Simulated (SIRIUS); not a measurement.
# NiRh (R-3m) in SIRIUS: reference runs

Reference runs on NiRh: the cell as given.

All numbers are computed with SIRIUS 7.12.0; they aren't measurements. Logs are shortened: lines on timing, memory, paths and dates and some standing lists are left out, and cuts for length are marked. The log counts tension as positive stress, the text compression.

## (1) The structure

Symmetry: R-3m, No. 166, trigonal system. The conventional cell has a = 2.628 Å, b = 2.628 Å, c = 12.335 Å, α = 90.00°, β = 90.00°, γ = 120.00°. Rh (site symmetry -3m) has 6 Ni at 2.56 Å and 6 Rh at 2.63 Å as nearest neighbours. Around Ni (site symmetry -3m) lie 6 Rh at 2.56 Å and 6 Ni at 2.63 Å.

The cell comes from a database or a generator and needn't be the stable form of this composition.

## (2) Single point, PBEsol, collinear spin, ferromagnetic start

sirius.json

```json
{
  "control": {
    "processing_unit": "cpu",
    "std_evp_solver_name": "lapack",
    "gen_evp_solver_name": "lapack",
    "verbosity": 2,
    "print_forces": true,
    "ortho_rf": true,
    "use_second_variation": true,
    "rmt_max": 3.0,
    "num_bands_to_print": 24,
    "save_wf": true
  },
  "parameters": {
    "electronic_structure_method": "full_potential_lapwlo",
    "xc_functionals": ["XC_GGA_X_PBE_SOL", "XC_GGA_C_PBE_SOL"],
    "core_relativity": "dirac",
    "valence_relativity": "iora",
    "num_fv_states": 33,
    "smearing": "fermi_dirac",
    "smearing_width": 0.0018374661,
    "pw_cutoff": 20,
    "gk_cutoff": 3.91,
    "lmax_apw": 11,
    "lmax_rho": 8,
    "lmax_pot": 8,
    "num_mag_dims": 1,
    "auto_rmt": 0,
    "ngridk": [12, 12, 12],
    "shiftk": [0, 0, 0],
    "num_dft_iter": 80,
    "energy_tol": 1e-07,
    "density_tol": 1e-05,
    "use_symmetry": true
  },
  "settings": {"tol_ne": 1e-10},
  "iterative_solver": {"type": "exact"},
  "mixer": {"type": "anderson", "beta": 0.4, "max_history": 8},
  "unit_cell": {
    "lattice_vectors": [
      [2.4833426552, 1.4337585506, 7.7699990286],
      [-2.4833426552, 1.4337585506, 7.7699990286],
      [0.0, -2.867517101, 7.7699990286]
    ],
    "atom_types": ["Ni", "Rh"],
    "atom_files": {"Ni": "Ni.json", "Rh": "Rh.json"},
    "atoms": {"Ni": [[0.0, 0.0, 0.0, 0.0, 0.0, 1.0]], "Rh": [[0.5, 0.5, 0.5, 0.0, 0.0, 0.6]]}
  }
}
```

Ni.json

```json
{
  "name": "nickel",
  "symbol": "Ni",
  "number": 28,
  "mass": 58.6934,
  "rmin": 1e-06,
  "rmt": 2.25,
  "nrmt": 800,
  "rinf": 14.89,
  "core": "1s2s2p",
  "valence": [
    {"basis": [{"enu": 0.16, "dme": 0, "n": 0, "auto": 0}, {"enu": 0.16, "dme": 1, "n": 0, "auto": 0}]},
    {"l": 0, "n": 1, "basis": [{"enu": 0.26, "dme": 0, "n": 0, "auto": 0}]},
    {"l": 1, "n": 2, "basis": [{"enu": 0.26, "dme": 0, "n": 0, "auto": 0}]},
    {"l": 2, "n": 3, "basis": [{"enu": 0.249, "dme": 0, "n": 0, "auto": 0}]},
    {"l": 3, "n": 4, "basis": [{"enu": 0.26, "dme": 0, "n": 0, "auto": 0}]}
  ],
  "lo": [
    {"l": 0, "basis": [{"enu": 0.26, "dme": 0, "n": 0, "auto": 0}, {"enu": 0.26, "dme": 1, "n": 0, "auto": 0}]},
    {
      "l": 0,
      "basis": [{"enu": -3.5766, "dme": 0, "n": 3, "auto": 1}, {"enu": -3.5766, "dme": 1, "n": 3, "auto": 1}]
    },
    {
      "l": 0,
      "basis": [{"enu": -3.5766, "dme": 1, "n": 3, "auto": 1}, {"enu": 0.26, "dme": 0, "n": 0, "auto": 0}]
    },
    {"l": 0, "basis": [{"enu": 0.26, "dme": 0, "n": 0, "auto": 0}, {"enu": 3.4205, "dme": 0, "n": 0, "auto": 0}]},
    {"l": 1, "basis": [{"enu": 0.26, "dme": 0, "n": 0, "auto": 0}, {"enu": 0.26, "dme": 1, "n": 0, "auto": 0}]},
    {
      "l": 1,
      "basis": [{"enu": -2.1409, "dme": 0, "n": 3, "auto": 1}, {"enu": -2.1409, "dme": 1, "n": 3, "auto": 1}]
    },
    {
      "l": 1,
      "basis": [{"enu": -2.1409, "dme": 1, "n": 3, "auto": 1}, {"enu": 0.26, "dme": 0, "n": 0, "auto": 0}]
    },
    {"l": 1, "basis": [{"enu": 0.26, "dme": 0, "n": 0, "auto": 0}, {"enu": 3.8946, "dme": 0, "n": 0, "auto": 0}]},
    {"l": 2, "basis": [{"enu": 0.249, "dme": 0, "n": 0, "auto": 0}, {"enu": 0.249, "dme": 1, "n": 0, "auto": 0}]},
    {"l": 2, "basis": [{"enu": 0.249, "dme": 1, "n": 0, "auto": 0}, {"enu": 0.249, "dme": 2, "n": 0, "auto": 0}]},
    {
      "l": 2,
      "basis": [{"enu": 0.249, "dme": 0, "n": 0, "auto": 0}, {"enu": 3.3305, "dme": 0, "n": 0, "auto": 0}]
    },
    {"l": 3, "basis": [{"enu": 0.26, "dme": 0, "n": 0, "auto": 0}, {"enu": 0.26, "dme": 1, "n": 0, "auto": 0}]},
    {"l": 3, "basis": [{"enu": 0.26, "dme": 0, "n": 0, "auto": 0}, {"enu": 3.697, "dme": 0, "n": 0, "auto": 0}]}
  ],
  "free_atom": [... radial grid and density of the free atom, the start of the SCF ...]
}
```

Rh.json

```json
{
  "name": "rhodium",
  "symbol": "Rh",
  "number": 45,
  "mass": 102.9055,
  "rmin": 1e-06,
  "rmt": 2.39,
  "nrmt": 800,
  "rinf": 15.89,
  "core": "1s2s2p3s3p3d",
  "valence": [
    {"basis": [{"enu": 0.16, "dme": 0, "n": 0, "auto": 0}, {"enu": 0.16, "dme": 1, "n": 0, "auto": 0}]},
    {"l": 0, "n": 1, "basis": [{"enu": 0.26, "dme": 0, "n": 0, "auto": 0}]},
    {"l": 1, "n": 2, "basis": [{"enu": 0.26, "dme": 0, "n": 0, "auto": 0}]},
    {"l": 2, "n": 3, "basis": [{"enu": 0.26, "dme": 0, "n": 0, "auto": 0}]},
    {"l": 3, "n": 4, "basis": [{"enu": 0.26, "dme": 0, "n": 0, "auto": 0}]}
  ],
  "lo": [
    {"l": 0, "basis": [{"enu": 0.26, "dme": 0, "n": 0, "auto": 0}, {"enu": 0.26, "dme": 1, "n": 0, "auto": 0}]},
    {
      "l": 0,
      "basis": [{"enu": -2.5964, "dme": 0, "n": 4, "auto": 1}, {"enu": -2.5964, "dme": 1, "n": 4, "auto": 1}]
    },
    {
      "l": 0,
      "basis": [{"enu": -2.5964, "dme": 1, "n": 4, "auto": 1}, {"enu": 0.26, "dme": 0, "n": 0, "auto": 0}]
    },
    {"l": 0, "basis": [{"enu": 0.26, "dme": 0, "n": 0, "auto": 0}, {"enu": 3.0611, "dme": 0, "n": 0, "auto": 0}]},
    {"l": 1, "basis": [{"enu": 0.26, "dme": 0, "n": 0, "auto": 0}, {"enu": 0.26, "dme": 1, "n": 0, "auto": 0}]},
    {
      "l": 1,
      "basis": [{"enu": -1.4262, "dme": 0, "n": 4, "auto": 1}, {"enu": -1.4262, "dme": 1, "n": 4, "auto": 1}]
    },
    {
      "l": 1,
      "basis": [{"enu": -1.4262, "dme": 1, "n": 4, "auto": 1}, {"enu": 0.26, "dme": 0, "n": 0, "auto": 0}]
    },
    {"l": 1, "basis": [{"enu": 0.26, "dme": 0, "n": 0, "auto": 0}, {"enu": 3.4812, "dme": 0, "n": 0, "auto": 0}]},
    {"l": 2, "basis": [{"enu": 0.26, "dme": 0, "n": 0, "auto": 0}, {"enu": 0.26, "dme": 1, "n": 0, "auto": 0}]},
    {"l": 2, "basis": [{"enu": 0.26, "dme": 1, "n": 0, "auto": 0}, {"enu": 0.26, "dme": 2, "n": 0, "auto": 0}]},
    {"l": 2, "basis": [{"enu": 0.26, "dme": 0, "n": 0, "auto": 0}, {"enu": 2.991, "dme": 0, "n": 0, "auto": 0}]},
    {"l": 3, "basis": [{"enu": 0.26, "dme": 0, "n": 0, "auto": 0}, {"enu": 0.26, "dme": 1, "n": 0, "auto": 0}]},
    {"l": 3, "basis": [{"enu": 0.26, "dme": 0, "n": 0, "auto": 0}, {"enu": 3.3062, "dme": 0, "n": 0, "auto": 0}]}
  ],
  "free_atom": [... radial grid and density of the free atom, the start of the SCF ...]
}
```

sirius_start.json

```json
{
  "control": {
    "processing_unit": "cpu",
    "std_evp_solver_name": "lapack",
    "gen_evp_solver_name": "lapack",
    "verbosity": 1,
    "print_forces": false,
    "ortho_rf": true,
    "use_second_variation": true,
    "rmt_max": 3.0,
    "num_bands_to_print": 24,
    "save_wf": false
  },
  "parameters": {
    "electronic_structure_method": "full_potential_lapwlo",
    "xc_functionals": ["XC_LDA_X", "XC_LDA_C_PW"],
    "core_relativity": "dirac",
    "valence_relativity": "iora",
    "num_fv_states": 33,
    "smearing": "fermi_dirac",
    "smearing_width": 0.0055123983,
    "pw_cutoff": 20,
    "gk_cutoff": 3.13,
    "lmax_apw": 11,
    "lmax_rho": 8,
    "lmax_pot": 8,
    "num_mag_dims": 1,
    "auto_rmt": 0,
    "ngridk": [5, 5, 5],
    "shiftk": [0, 0, 0],
    "num_dft_iter": 30,
    "energy_tol": 0.01,
    "density_tol": 0.05,
    "use_symmetry": true
  },
  "settings": {"tol_ne": 1e-10},
  "iterative_solver": {"type": "exact"},
  "mixer": {"type": "anderson", "beta": 0.4, "max_history": 8},
  "unit_cell": {
    "lattice_vectors": [
      [2.4833426552, 1.4337585506, 7.7699990286],
      [-2.4833426552, 1.4337585506, 7.7699990286],
      [0.0, -2.867517101, 7.7699990286]
    ],
    "atom_types": ["Ni", "Rh"],
    "atom_files": {"Ni": "Ni.json", "Rh": "Rh.json"},
    "atoms": {"Ni": [[0.0, 0.0, 0.0, 0.0, 0.0, 1.0]], "Rh": [[0.5, 0.5, 0.5, 0.0, 0.0, 0.6]]}
  }
}
```

Potentials or basis: all-electron FP-LAPW, apw+lo standard.

Started as:

```bash
OMP_NUM_THREADS=1 sirius.scf --input=sirius_start.json --output=start.json
OMP_NUM_THREADS=1 sirius.scf --input=sirius.json --output=output.json --task=1
```

Standard output:

```text
[info] SIRIUS version : 7.12.0
[info] number of MPI ranks           : 1
[info] MPI grid                      : 1 1
[info] maximum number of OMP threads : 1
[fft] FFT context for density and potential
[fft] =====================================
[fft]   plane wave cutoff                     : 20
[fft]   grid size                             : 60 60 60   total : 216000
[fft]   grid limits                           : -29 30   -29 30   -29 30
[fft]   number of G-vectors within the cutoff : 22441
[fft]   number of G-shells                    : 2148
[fft] FFT context for coarse grid
[fft] =====================================
[fft]   plane wave cutoff                     : 7.82
[fft]   grid size                             : 24 24 24   total : 13824
[fft]   grid limits                           : -11 12   -11 12   -11 12
[fft]   number of G-vectors within the cutoff : 1345
[fft]   number of G-shells                    : 159
[unit cell] lattice vectors
[unit cell]   a1 :       2.4833426552      1.4337585506      7.7699990286
[unit cell]   a2 :      -2.4833426552      1.4337585506      7.7699990286
[unit cell]   a3 :       0.0000000000     -2.8675171010      7.7699990286
[unit cell] reciprocal lattice vectors
[unit cell]   b1 :       1.2650661184      0.7303862640      0.2695489529
[unit cell]   b2 :      -1.2650661184      0.7303862640      0.2695489529
[unit cell]   b3 :       0.0000000000     -1.4607725280      0.2695489529
[unit cell] unit cell volume :       165.99113101 [a.u.^3]
[unit cell] 1/sqrt(omega)    :         0.07761713
[unit cell] MT volume        :       104.89796301 (63.19%)
[unit cell] IT volume        :        61.09316800 (36.81%)
[unit cell] number of atom types : 2
[unit cell] type id : 0 symbol : Ni mt_radius :   2.250000 num_atoms : 1
[unit cell] type id : 1 symbol : Rh mt_radius :   2.390000 num_atoms : 1
[unit cell] total number of atoms : 2
[unit cell] number of symmetry classes : 2
[unit cell] atom id  type id  class id             position                      vector_field
[... 557 lines left out ...]
[diagonalize] ik:  188   -3.481654   -2.514344   -2.033994   -2.026108   -2.026108   -1.335854   -1.322266   -1.322266    0.111439    0.122970    0.232173    0.244122    0.244122    0.244838    0.266456    0.266456    0.270198    0.270198    0.351572    0.351572    0.866671    0.986891    1.001857    1.163145
[diagonalize]            -3.473497   -2.512628   -2.026702   -2.017782   -2.017782   -1.333824   -1.320640   -1.320640    0.112486    0.123406    0.238612    0.245971    0.251696    0.251696    0.271475    0.271475    0.272600    0.272600    0.353361    0.353361    0.868259    0.987225    1.002569    1.162990
[generate_core_charge_density] atom class : 0
[generate_core_charge_density]   n,l,k : 1 0 1  energy :        -300.88775563
[generate_core_charge_density]   n,l,k : 2 0 1  energy :         -35.46391170
[generate_core_charge_density]   n,l,k : 2 1 1  energy :         -30.87388160
[generate_core_charge_density]   n,l,k : 2 1 2  energy :         -30.23203220
[generate_core_charge_density] atom class : 1
[generate_core_charge_density]   n,l,k : 1 0 1  energy :        -845.21454682
[... 87 lines left out ...]
[find] valence_eval_sum               :     -26.55141628
[find] core_eval_sum                  :   -3697.75309032
[find] kinetic energy                 :    6528.14200516
[find] enuc                           :   -7636.07398232
[find] <rho|V^{XC}>                   :    -261.11509362
[find] <rho|E^{XC}>                   :    -198.86635875
[find] <mag|B^{XC}>                   :      -0.00000000
[find] <rho|V^{H}>                    :   -9991.33141815
[find] smearing (-TS)                 :      -0.00117680
[find] SCF correction                 :       0.00000753
[find] Total energy                   :   -6302.46403745 (Ha),  -12604.92807489 (Ry)
[find] Free energy (E-TS)             :   -6302.46521425 (Ha),  -12604.93042850 (Ry)
[find] band gap (eV)                  :       0.00000000
[find] Efermi                         :       0.36668413
[find] iteration : 23, RMS (target) : 3.8786e-06 (1.0000e-05) , energy difference (target) : 2.7665e-08 (1.0000e-07)
[find] converged after 24 SCF iterations!
[find] Charges and magnetic moments
[find] --------------------------------------------------------------------------------
[find] atom      charge    core leakage                 moment                |moment|
[find] --------------------------------------------------------------------------------
[find]    0   26.976123    3.013518e-13  [  0.00000,   0.00000,   0.00017]    0.000169
[find]    1   43.579572    8.116858e-08  [  0.00000,   0.00000,   0.00007]    0.000069
[find] total core leakage    : 8.11688832e-08
[find] interstitial charge   : 2.444302
[find] interstitial moment   : [  0.00000,   0.00000,  -0.00001], magnitude : 0.000006
[find] total charge          : 72.999997
[find] total moment          : [  0.00000,   0.00000,   0.00023], magnitude : 0.000232
[find] Energy
[find] --------------------------------------------------------------------------------
[find] valence_eval_sum               :     -26.55141628
[find] core_eval_sum                  :   -3697.75309032
[find] kinetic energy                 :    6528.14200516
[find] enuc                           :   -7636.07398232
[find] <rho|V^{XC}>                   :    -261.11509362
[find] <rho|E^{XC}>                   :    -198.86635875
[find] <mag|B^{XC}>                   :      -0.00000000
[find] <rho|V^{H}>                    :   -9991.33141815
[find] smearing (-TS)                 :      -0.00117680
[find] SCF correction                 :       0.00000753
[find] Total energy                   :   -6302.46403745 (Ha),  -12604.92807489 (Ry)
[find] Free energy (E-TS)             :   -6302.46521425 (Ha),  -12604.93042850 (Ry)
[find] band gap (eV)                  :       0.00000000
[find] Efermi                         :       0.36668413
[ground_state]
[ground_state] ==== total Forces in Ha/bohr =====
[ground_state] atom:    0, force:       0.0000000      0.0000000      0.0000000
[ground_state] atom:    1, force:       0.0000000      0.0000000      0.0000000
[ground_state] ==== contribution from density =====
[ground_state] atom:    0, force:       0.0000000      0.0000000      0.0000000
[ground_state] atom:    1, force:       0.0000000      0.0000000      0.0000000
[ground_state] ==== contribution from Hartree potential =====
[ground_state] atom:    0, force:       0.0000000      0.0000000      0.0000000
[ground_state] atom:    1, force:       0.0000000      0.0000000      0.0000000
[ground_state] ==== contribution from IBS =====
[ground_state] atom:    0, force:       0.0000000      0.0000000      0.0000000
[ground_state] atom:    1, force:       0.0000000      0.0000000      0.0000000
```

Run time: 8.3 min. Hardware: 1 thread of Arm Neoverse V2, shared host; peak memory 1.2 GiB.

Results:

- Free energy: -171498.8152 eV
- Band gap on the k mesh: none (metal or under the smearing width)
- Net moment: 0.00 μB per cell
- All electrons inside the program's atomic spheres: Rh 43.58; Ni 26.98 (radii Ni 2.25, Rh 2.39 bohr)

Levels at points of the mesh, in eV from the Fermi level:
Spin up:
```csv
k point,band 15,band 16,band 17,band 18,band 19,band 20,band 21,band 22
"(0.00, 0.00, 0.00)",-2.01,-0.85,-0.85,0.43,0.43,0.69,8.14,16.46
"(0.50, 0.00, 0.00)",-1.36,-1.33,-0.23,1.07,2.52,4.28,8.29,11.07
"(0.50, 0.50, 0.00)",-0.03,0.04,0.39,0.70,1.12,2.98,7.15,11.21
"(0.50, 0.50, 0.50)",-1.62,-1.62,-1.04,-1.04,-0.51,-0.51,14.25,17.07
```
Spin down:
```csv
k point,band 16,band 17,band 18,band 19,band 20,band 21
"(0.00, 0.00, 0.00)",-0.85,-0.85,0.43,0.43,0.69,8.14
"(0.50, 0.00, 0.00)",-1.33,-0.23,1.07,2.52,4.28,8.29
"(0.50, 0.50, 0.00)",0.04,0.39,0.70,1.12,2.98,7.15
"(0.50, 0.50, 0.50)",-1.62,-1.03,-1.03,-0.51,-0.51,14.25
```
